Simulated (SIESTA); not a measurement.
The system is TiCo3.

```xyz
8
Lattice="5.0390 0.0000 0.0000 -2.5195 4.3639 0.0000 0.0000 0.0000 4.2385" Properties=species:S:1:pos:R:3 pbc="T T T"
Co    1.2978    3.6586    3.1789
Co    0.0000    1.4106    3.1789
Co   -1.2978    3.6586    3.1789
Co    1.2217    0.7053    1.0596
Co    2.5195    2.9532    1.0596
Co    3.8173    0.7053    1.0596
Ti    2.5195    1.4546    3.1789
Ti    0.0000    2.9092    1.0596
```

The cell comes from a database or a generator and needn't be the stable form of this composition.

- Program: SIESTA 5.4.2
- Task: single point
- Functional: PBEsol
- Potentials or basis: PseudoDojo 0.4 standard (PBEsol files)
- Basis: DZP (energy shift 0.003 Ry; two zetas on semicore shells)
- Grid cutoff: 800 Ry
- Energy shift: 0.003 Ry
- k mesh: 6 × 6 × 6
- Occupations: fermi-dirac, width 0.05 eV
- Spin: collinear spin, ferromagnetic start
- Starting moments: [2.0, 2.0, 2.0, 2.0, 2.0, 2.0, 1.0, 1.0] μB

On this cell: pressure -7.0 GPa; largest force 0.046 eV/Å; net moment 5.68 μB per cell; site moments Co +1.13; Ti -0.56 μB; band gap on the k mesh none (metal or under the smearing width).

The same run follows on a disturbed copy (atoms moved at random, drawn with an rms of 0.05 Å):

```
Co Ti
1.0
     5.03897    0.00000    0.00000
    -2.51948    4.36387    0.00000
     0.00000    0.00000    4.23855
Co Ti
6 2
Direct
  0.66507 0.83253 0.75398
  0.15765 0.32553 0.74948
  0.16560 0.83145 0.75385
  0.32150 0.16603 0.24915
  0.84185 0.68129 0.26069
  0.83184 0.16148 0.25816
  0.66077 0.32628 0.75689
  0.34403 0.67561 0.24828
```

**Question.** What changes?

**Answer.** The energy (extrapolated to zero smearing) moves by +6.3 meV/atom; pressure -6.9 GPa; largest force 0.577 eV/Å; net moment 5.68 μB per cell; site moments Co +1.09, +1.17, +1.14, +1.11, +1.16; Ti -0.56, -0.52 μB; band gap on the k mesh none (metal or under the smearing width).

Forces in eV/Å, atoms in the order of the input:
```
Co   0.558  0.138  0.014
Co   0.106 -0.271  0.069
Co  -0.557  0.148 -0.019
Co  -0.013 -0.051  0.120
Co   0.063 -0.138 -0.167
Co   0.216  0.256 -0.129
Ti  -0.091  0.226 -0.006
Ti  -0.282 -0.307  0.116
```

Stress tensor (GPa, compression positive):
```
 -3.72   0.35  -0.03
  0.35  -5.17  -0.03
 -0.03  -0.03 -11.96
```

Caveats: short orbitals over semicore shells can move pressures by several GPa; the basis of atomic orbitals isn't converged, which shifts pressures, moduli and gaps.
